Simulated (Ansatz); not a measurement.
# BBrClH₂N: up Jacob's ladder to CCSD(T)

One table from this session's results is given with a row withheld; the runs are named, their logs left out.

Program: Ansatz 0.2.0, Gaussian basis. Level of theory: functionals in def2-TZVPP, the program's frozen cores in correlated methods. These are calculated values, not measurements.

Plan: LDA (SPW92), PBE-D4, revPBE-D4, BLYP-D4, r2SCAN-D4, B97M-V, PBE0-D4, B3LYP-D4, r2SCANh-D4, r2SCAN0-D4, HSE06-D4, BHLYP-D4, CAM-B3LYP-D4, LC-ωPBE, ωB97X-V, ωB97M-V, B2PLYP, PBE-QIDH; CCSD(T)/def2-SVP; CCSD(T)/def2-TZVPP; MP2/def2-QZVPP; extrapolation to the limit; RPA on PBE.

## The geometry

The geometry comes from an earlier relaxation with PBE0-D4 in a triple-zeta def2 set; it is a stationary point.

SMILES `NB(Cl)Br`, 6 atoms, charge 0, spin multiplicity 1.

Atoms are counted from 1 here; the program's logs count them from 0.

Bond lengths: N1–B2 1.382 Å, N1–H5 1.005 Å, N1–H6 1.006 Å, B2–Cl3 1.757 Å, B2–Br4 1.926 Å. Angles: B2–N1–H5 122.5°, B2–N1–H6 122.2°, H5–N1–H6 115.3°, N1–B2–Cl3 120.6°, N1–B2–Br4 119.8°, Cl3–B2–Br4 119.6°.

Coordinates:

```xyz
6
BBrClH2N
N     0.55944    0.47617    0.35519
B    -0.40188   -0.31535   -0.24465
Cl   -2.09164    0.16743   -0.23411
Br    0.11160   -1.96284   -1.10068
H     1.53330    0.22775    0.36603
H     0.33128    1.34273    0.81200
```

The first run:

in.yaml reads:

```yaml
crystal:
  periodic: [false, false, false]
  atoms:
    - {symbol: N, position_ang: [0.559439, 0.476174, 0.355193]}
    - {symbol: B, position_ang: [-0.401880, -0.315348, -0.244646]}
    - {symbol: Cl, position_ang: [-2.091643, 0.167428, -0.234109]}
    - {symbol: Br, position_ang: [0.111598, -1.962836, -1.100677]}
    - {symbol: H, position_ang: [1.533301, 0.227748, 0.366035]}
    - {symbol: H, position_ang: [0.331284, 1.342734, 0.812004]}
basis:
  gaussian: {orbitals: def2-TZVPP}
hamiltonian: {xc: lda}
output: {orbitals: {seedname: orbitals}}
```

Steps of the session up to this table: LDA; PBE-D4 (GGA); revPBE-D4 (GGA); BLYP-D4 (GGA); r2SCAN-D4 (meta-GGA); B97M-V (meta-GGA); PBE0-D4 (hybrid); B3LYP-D4 (hybrid); r2SCANh-D4 (hybrid); r2SCAN0-D4 (hybrid); HSE06-D4 (hybrid); BHLYP-D4 (hybrid); CAM-B3LYP-D4 (range-separated); LC-ωPBE-D4 (range-separated; the results give it without D4); ωB97X-V (range-separated); ωB97M-V (range-separated); B2PLYP (double hybrid); PBE-QIDH (double hybrid).

One of the session's tables, all rows but one given; the rest of the session is left out.

It belongs to the step «Orbital energies across the functionals». 

| functional | HOMO (eV) | gap (eV) |
| --- | --- | --- |
| LDA (SPW92) | -7.13 | 5.90 |
| PBE-D4 | -6.97 | 6.00 |
| revPBE-D4 | ? | ? |
| BLYP-D4 | -6.79 | 6.00 |
| r2SCAN-D4 | -7.32 | 6.65 |
| B97M-V | -7.40 | 6.90 |
| PBE0-D4 | -8.30 | 8.29 |
| B3LYP-D4 | -8.02 | 7.83 |
| r2SCANh-D4 | -7.80 | 7.47 |
| r2SCAN0-D4 | -8.53 | 8.70 |
| HSE06-D4 | -7.90 | 7.51 |
| BHLYP-D4 | -9.46 | 10.58 |
| CAM-B3LYP-D4 | -9.64 | 10.81 |
| LC-ωPBE | -11.06 | 13.35 |
| ωB97X-V | -10.69 | 12.93 |
| ωB97M-V | -10.53 | 12.57 |

Q: Estimate the row for revPBE-D4 from the others.

As computed: HOMO (eV): -6.92; gap (eV): 6.05. In the column «HOMO (eV)» it lies between PBE-D4 (-6.97) and BLYP-D4 (-6.79).
